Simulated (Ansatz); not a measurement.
Geometry optimisation, DFT PBEsol, scalar-relativistic, plane waves, PAW in Ansatz 0.2.0.

Input:

```yaml
crystal:
  lattice:
    - [8.1, 0.0, 0.0]
    - [0.0, 8.1, 0.0]
    - [0.0, 0.0, 8.1]
  atoms:
    - { symbol: Al, position: [0.5, 0.0, 0.0] }
    - { symbol: Al, position: [0.75, 0.25, 0.0] }
    - { symbol: Al, position: [0.75, 0.0, 0.25] }
    - { symbol: Al, position: [0.0, 0.0, 0.0] }
    - { symbol: Al, position: [0.25, 0.25, 0.0] }
    - { symbol: Al, position: [0.5, 0.5, 0.0] }
    - { symbol: Al, position: [0.75, 0.75, 0.0] }
    - { symbol: Al, position: [0.25, 0.0, 0.25] }
    - { symbol: Al, position: [0.5, 0.25, 0.25] }
    - { symbol: Al, position: [0.75, 0.5, 0.25] }
    - { symbol: Al, position: [0.5, 0.0, 0.5] }
    - { symbol: Al, position: [0.75, 0.25, 0.5] }
    - { symbol: Al, position: [0.75, 0.0, 0.75] }
    - { symbol: Al, position: [0.0, 0.5, 0.0] }
    - { symbol: Al, position: [0.25, 0.75, 0.0] }
    - { symbol: Al, position: [0.0, 0.25, 0.25] }
    - { symbol: Al, position: [0.25, 0.5, 0.25] }
    - { symbol: Al, position: [0.5, 0.75, 0.25] }
    - { symbol: Al, position: [0.0, 0.0, 0.5] }
    - { symbol: Al, position: [0.25, 0.25, 0.5] }
    - { symbol: Al, position: [0.5, 0.5, 0.5] }
    - { symbol: Al, position: [0.75, 0.75, 0.5] }
    - { symbol: Al, position: [0.25, 0.0, 0.75] }
    - { symbol: Al, position: [0.5, 0.25, 0.75] }
    - { symbol: Al, position: [0.75, 0.5, 0.75] }
    - { symbol: Al, position: [0.0, 0.75, 0.25] }
    - { symbol: Al, position: [0.0, 0.5, 0.5] }
    - { symbol: Al, position: [0.25, 0.75, 0.5] }
    - { symbol: Al, position: [0.0, 0.25, 0.75] }
    - { symbol: Al, position: [0.25, 0.5, 0.75] }
    - { symbol: Al, position: [0.5, 0.75, 0.75] }
    - { symbol: Al, position: [0.0, 0.75, 0.75] }
    - { symbol: H, position: [0.25435842, 0.25014873, 0.2452197] }
basis:
  ecutwfc: 420.0
kpoints:
  mp_grid: { grid: [3, 3, 3] }
hamiltonian:
  xc: pbesol
scf:
  occupations: { method: fermi_dirac, width: 0.15 }
  lower_state_search: "off"
relax:
  f_tol: 0.03
  max_steps: 60
  adjacent_minimum: "off"
```

Run as:

```bash
$ ansatz run input.yaml --threads 4 --pin off --max-ram 10240MiB --backend cpu --events-out ev --progress --plain --runs-dir out
```

Where does it end, and by what steps?

The forces met the threshold. Limits of this set-up: coarse k mesh, odd electron count without spin, a small cell, in which the defect meets its images, a typed lattice constant that wasn't relaxed here. After 2 steps the energy has fallen by 0.049 eV; Al5 moved furthest, 0.05 Å.

```json
{"step": "0", "energy less start (eV)": "0.0000", "largest force component (eV/Å)": "0.385", "accepted": "yes"}
{"step": "1", "energy less start (eV)": "-0.0480", "largest force component (eV/Å)": "0.040", "accepted": "yes"}
{"step": "2", "energy less start (eV)": "-0.0491", "largest force component (eV/Å)": "0.014", "accepted": "yes"}
```

```xyz
33
Lattice="8.1000 0.0000 0.0000 0.0000 8.1000 0.0000 0.0000 0.0000 8.1000" Properties=species:S:1:pos:R:3
Al 4.048 0.002 0.002
Al 6.075 2.025 -0.011
Al 6.075 -0.011 2.025
Al 0.003 0.002 0.002
Al 2.024 2.025 -0.048
Al 4.048 4.048 0.002
Al 6.075 6.075 -0.007
Al 2.024 -0.045 2.026
Al 4.098 2.025 2.026
Al 6.075 4.061 2.025
Al 4.048 0.002 4.047
Al 6.076 2.025 4.061
Al 6.075 -0.007 6.075
Al 0.003 4.048 0.002
Al 2.025 6.075 -0.010
Al -0.043 2.025 2.026
Al 2.024 4.095 2.026
Al 4.061 6.075 2.025
Al 0.003 0.002 4.047
Al 2.024 2.025 4.093
Al 4.048 4.048 4.047
Al 6.075 6.075 4.057
Al 2.025 -0.011 6.074
Al 4.061 2.025 6.075
Al 6.075 4.057 6.075
Al -0.011 6.075 2.025
Al 0.003 4.048 4.047
Al 2.025 6.075 4.061
Al -0.011 2.025 6.074
Al 2.025 4.061 6.075
Al 4.057 6.075 6.075
Al -0.007 6.075 6.075
H 2.056 2.026 1.991
```

Whether the end is a true minimum wasn't checked by a vibrational analysis.

Time of the run: 16 s on 4 threads of Intel(R) Xeon(R) 6975P-C (Granite Rapids) (shared host), peak memory 1.4 GiB.
